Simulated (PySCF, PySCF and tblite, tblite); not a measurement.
# C6H8O2Si: telling isomers apart by computed NMR, part 3 of 3

PySCF and tblite. Atoms count from 0.

## Step 13: Single-point energy, isomer A, conformer 1: wB97X/pcseg-1 in dimethylsulfoxide

What the job is given:

```
{"job": {"xc": "wB97X", "basis": "pcseg-1", "solvent": "dimethylsulfoxide", "kind": "sp"}, "charge": 0, "multiplicity": 1}
C      3.177228     0.817964     0.687772
C      1.750134     0.471335     1.032738
O      1.312941     0.397999     2.148465
O      1.056512     0.260675    -0.095544
C     -0.284849    -0.077137    -0.129454
C     -1.145558    -0.257557     0.880562
Si    -2.826393    -0.704868     0.164384
C     -2.096914    -0.581999    -1.573911
C     -0.805830    -0.255040    -1.486721
H      3.622679     0.000826     0.125225
H      3.739497     0.991772     1.599761
H      3.193373     1.708671     0.064117
H     -0.864693    -0.151378     1.911350
H     -3.262749    -2.058676     0.505180
H     -3.856030     0.301371     0.422347
H     -2.584114    -0.737347    -2.521446
H     -0.132232    -0.114581    -2.319185
```

Output:

```text
coarse grid: 15272 points
cycle   1  E = -672.9284486378  dE =  1.898e+00  |g| = 8.854e-01  |ddm| = 4.323e+00
cycle   2  E = -672.9060625954  dE =  2.239e-02  |g| = 1.043e+00  |ddm| = 1.335e+00
cycle   3  E = -673.0962735652  dE = -1.902e-01  |g| = 1.049e-01  |ddm| = 7.114e-01
cycle   4  E = -673.0981437559  dE = -1.870e-03  |g| = 5.952e-02  |ddm| = 1.181e-01
cycle   5  E = -673.0988481805  dE = -7.044e-04  |g| = 1.170e-02  |ddm| = 5.904e-02
cycle   6  E = -673.0988857783  dE = -3.760e-05  |g| = 4.399e-03  |ddm| = 1.831e-02
cycle   7  E = -673.0988921363  dE = -6.358e-06  |g| = 1.154e-03  |ddm| = 7.134e-03
final grid: 144568 points
cycle   8  E = -673.1817697246  dE = -8.370e-05  |g| = 4.532e-03  |ddm| = 3.682e-02
cycle   9  E = -673.1817723667  dE = -2.642e-06  |g| = 3.575e-03  |ddm| = 7.831e-03
cycle  10  E = -673.1817747589  dE = -2.392e-06  |g| = 9.164e-04  |ddm| = 2.648e-03
cycle  11  E = -673.1817749302  dE = -1.713e-07  |g| = 3.909e-04  |ddm| = 1.244e-03
cycle  12  E = -673.1817749665  dE = -3.624e-08  |g| = 9.811e-05  |ddm| = 3.859e-04
cycle  13  E = -673.1817749704  dE = -3.920e-09  |g| = 4.425e-05  |ddm| = 1.767e-04
cycle  14  E = -673.1817749716  dE = -1.192e-09  |g| = 1.440e-05  |ddm| = 1.098e-04
cycle  15  E = -673.1817749717  dE = -1.482e-10  |g| = 5.504e-06  |ddm| = 3.813e-05
converged SCF energy = -673.1817749717
```

Wall time 20 s (1 thread of Intel Xeon Platinum 8259CL at 2.50GHz, shared host).

This run: HOMO -9.07 eV, LUMO 0.54 eV; dipole 2.64 D.

## Step 14: The ensemble, isomer A: properties at KT2/pcSseg-1 in dimethylsulfoxide

What the job is given:

```
{"job": {"study": "conf", "smiles": "CC(=O)OC1=C[SiH2]C=C1", "search": {"seed": 8921, "n_embed": 90, "ff_keep": 18, "window": 2.5, "nmax": 4, "temps": [250, 298.15, 350], "t_ref": 298.15, "order": 0.0005}, "level": {"nmr": {"xc": "KT2", "basis": "pcSseg-1", "solvent": "dimethylsulfoxide", "scf": {"conv": 1e-06}}, "sp": {"xc": "wB97X", "basis": "pcseg-1", "solvent": "dimethylsulfoxide"}, "change": "KT2/pcSseg-1; solvent dimethylsulfoxide; energies wB97X/pcseg-1; conv 1e-06"}, "kind": "conf"}, "charge": 0, "multiplicity": 1}
C      3.177228     0.817964     0.687772
C      1.750134     0.471335     1.032738
O      1.312941     0.397999     2.148465
O      1.056512     0.260675    -0.095544
C     -0.284849    -0.077137    -0.129454
C     -1.145558    -0.257557     0.880562
Si    -2.826393    -0.704868     0.164384
C     -2.096914    -0.581999    -1.573911
C     -0.805830    -0.255040    -1.486721
H      3.622679     0.000826     0.125225
H      3.739497     0.991772     1.599761
H      3.193373     1.708671     0.064117
H     -0.864693    -0.151378     1.911350
H     -3.262749    -2.058676     0.505180
H     -3.856030     0.301371     0.422347
H     -2.584114    -0.737347    -2.521446
H     -0.132232    -0.114581    -2.319185
```

Output:

```text
conformer  sym    E(xTB)   E(DFT)   G(298.15 K)  weight  dipole/D
    1     Cs      0.000    0.000    0.000   1.0000    2.642

mean shielding (ppm) by class
class atoms           250 K   298.15 K      350 K
  0 C  0            161.259    161.259    161.259
  1 C  1             18.231     18.231     18.231
  2 O  2            -86.407    -86.407    -86.407
  3 O  3             71.171     71.171     71.171
  4 C  4             25.683     25.683     25.683
  5 C  5             88.979     88.979     88.979
  6 Si 6            403.315    403.315    403.315
  7 C  7              60.65      60.65      60.65
  8 C  8             41.141     41.141     41.141
  9 H  9,10,11       29.251     29.251     29.251
 10 H  12            25.267     25.267     25.267
 11 H  13,14         26.747     26.747     26.747
 12 H  15            25.273     25.273     25.273
 13 H  16            24.602     24.602     24.602
```

Run time: 53 s. Hardware: 1 thread of Intel Xeon Platinum 8259CL at 2.50GHz, shared host. This counts the runs that the step sums up.

Against the first level, at 298 K (shieldings, ppm; largest changes first):

```
   atoms  PBE0/pcSseg-1 in benzene  KT2/pcSseg-1 in dimethylsulfoxide  change
      O2                    -124.0                              -86.4   +37.5
     Si6                     390.6                              403.3   +12.7
      C7                      50.0                               60.6   +10.6
      C5                      79.3                               89.0    +9.6
      C8                      31.6                               41.1    +9.6
      C1                      10.5                               18.2    +7.7
      C4                      18.4                               25.7    +7.3
      O3                      77.5                               71.2    -6.3
     H12                     25.03                              25.27   +0.24
H13, H14                     26.96                              26.75   -0.21
```

Weights: from PBE0/pcSseg-1 in benzene energies 1: 100 %; from wB97X/pcseg-1 in dimethylsulfoxide energies 1: 100 % (with a dispersion term where the level has one and the same thermal terms, so they don't follow from the SCF energies alone). Times: 49 s and 53 s.

## Step 15: Which isomer fits the signals?

What the job is given:

```
{"job": {"study": "set", "relation": "regioisomers", "members": [{"smiles": "[CH3:1][C:2](=[O:3])[O:4][C:5]1=[CH:6][SiH2:7][CH:8]=[CH:9]1"}, {"smiles": "[CH3:1][C:2](=[O:3])[O:4][C:5]1=[CH:6][CH:7]=[CH:8][SiH2:9]1"}, {"smiles": "[CH3:1][C:2](=[O:3])[O:4][SiH:5]1[CH:6]=[CH:7][CH:8]=[CH:9]1"}], "charge": 0, "search": {"seed": 8921, "n_embed": 90, "ff_keep": 18, "window": 2.5, "nmax": 4, "temps": [250, 298.15, 350], "t_ref": 298.15, "order": 0.0005}, "level": {"nmr": {"xc": "PBE0", "basis": "pcSseg-1", "solvent": "benzene"}}, "dp4": {"C": [2.0, 10], "H": [0.12, 10]}, "second_levels": [{"nmr": {"xc": "KT2", "basis": "pcSseg-1", "solvent": "dimethylsulfoxide", "scf": {"conv": 1e-06}}, "wide": true, "sp": {"xc": "wB97X", "basis": "pcseg-1", "solvent": "dimethylsulfoxide"}, "change": "KT2/pcSseg-1; solvent dimethylsulfoxide; energies wB97X/pcseg-1; conv 1e-06"}], "kind": "set"}, "charge": 0, "multiplicity": 1}
C      3.177228     0.817964     0.687772
C      1.750134     0.471335     1.032738
O      1.312941     0.397999     2.148465
O      1.056512     0.260675    -0.095544
C     -0.284849    -0.077137    -0.129454
C     -1.145558    -0.257557     0.880562
Si    -2.826393    -0.704868     0.164384
C     -2.096914    -0.581999    -1.573911
C     -0.805830    -0.255040    -1.486721
H      3.622679     0.000826     0.125225
H      3.739497     0.991772     1.599761
H      3.193373     1.708671     0.064117
H     -0.864693    -0.151378     1.911350
H     -3.262749    -2.058676     0.505180
H     -3.856030     0.301371     0.422347
H     -2.584114    -0.737347    -2.521446
H     -0.132232    -0.114581    -2.319185
```

Output:

```text
isomer  G rel   conformers  SMILES
A    28.711      1   CC(=O)OC1=C[SiH2]C=C1
B    29.401      1   CC(=O)OC1=CC=C[SiH2]1
C     0.000      2   CC(=O)O[SiH]1C=CC=C1

signals of isomer A at the second level: probabilities [1.0, 0.0, 0.0]
```

It took 4 min on 1 thread of Intel Xeon Platinum 8259CL at 2.50GHz, shared host. This counts the whole study up to here.

The 3 candidates (regioisomers), with energies and dipoles from their ensembles above, at 298 K; shieldings at PBE0/pcSseg-1 in benzene:

```
isomer                 SMILES  conformers     ΔE     ΔG  μ rms (D)
     A  CC(=O)OC1=C[SiH2]C=C1           1  30.10  28.71       2.25
     B  CC(=O)OC1=CC=C[SiH2]1           1  29.58  29.40       2.62
     C   CC(=O)O[SiH]1C=CC=C1           2   0.00   0.00       2.18
```

Energies in kcal/mol.

The signals of isomer A, computed at a second level (KT2/pcSseg-1 in dimethylsulfoxide), stand in for a spectrum. The test takes 6 C values. Each candidate's shieldings are matched to them as sorted lists by a straight-line fit, or by a shift alone where signals are few or close (slope 1; a small slope inflates the errors), and the errors are weighed by Student-t tails (C: width 2.0 ppm).

```
candidate  C slope  C mean error  C largest   P(C)  P(all)
        A     1.05           2.2        3.2  100.0   100.0
        B     1.01           8.9       22.4    0.0     0.0
        C     1.00           9.3       25.3    0.0     0.0
```

Errors in ppm, probabilities in per cent.

## Step 16: Outcome

The summary covers parts 1 to 3.

| quantity | value |
| --- | --- |
| conformers, isomer A | 1; the first in weight is no. 1 (Cs), 100 % at 298 K |
| root-mean-square dipole, isomer A | 2.25 D |
| averaged 13C shifts, isomer A (PBE0/pcSseg-1 in benzene) | 176.8, 169.0, 155.8, 137.3, 108.0, 25.9 ppm |
| averaged 1H shifts, isomer A (PBE0/pcSseg-1 in benzene) | 7.07, 6.68, 6.48, 4.74, 2.30 ppm |
| averaged 29Si shifts, isomer A (PBE0/pcSseg-1 in benzene) | -41.6 ppm |
| conformers, isomer B | 1; the first in weight is no. 1 (C1), 100 % at 298 K |
| root-mean-square dipole, isomer B | 2.62 D |
| averaged 13C shifts, isomer B (PBE0/pcSseg-1 in benzene) | 180.2, 160.4, 149.5, 138.3, 129.7, 23.5 ppm |
| averaged 1H shifts, isomer B (PBE0/pcSseg-1 in benzene) | 7.24, 6.81, 6.20, 4.79, 2.41 ppm |
| averaged 29Si shifts, isomer B (PBE0/pcSseg-1 in benzene) | -67.5 ppm |
| conformers, isomer C | 2; the first in weight is no. 1 (C1), 95 % at 298 K |
| root-mean-square dipole, isomer C | 2.18 D |
| averaged 13C shifts, isomer C (PBE0/pcSseg-1 in benzene) | 180.1, 157.8, 133.6, 24.6 ppm |
| averaged 1H shifts, isomer C (PBE0/pcSseg-1 in benzene) | 7.29, 6.11, 5.41, 2.27 ppm |
| averaged 29Si shifts, isomer C (PBE0/pcSseg-1 in benzene) | -13.7 ppm |
| lowest in free energy | isomer C |
| signals of A (KT2/pcSseg-1 in dimethylsulfoxide) | best fit A, 100 % |

The search found one conformer for isomer A in the window, so the averages are its own values. The search found one conformer for isomer B in the window, so the averages are its own values. At 298 K conformer 1 holds 95 % of the ensemble for isomer C (97 % at 250 K, 93 % at 350 K). Going from PBE0/pcSseg-1 in benzene to KT2/pcSseg-1 in dimethylsulfoxide moves O2 of isomer A most, by 37.5 ppm of raw shielding. The test names the right isomer, A, with 100 %. The stand-in spectrum is computed, so it shares geometries and errors with the candidates; a measured one would test harder.
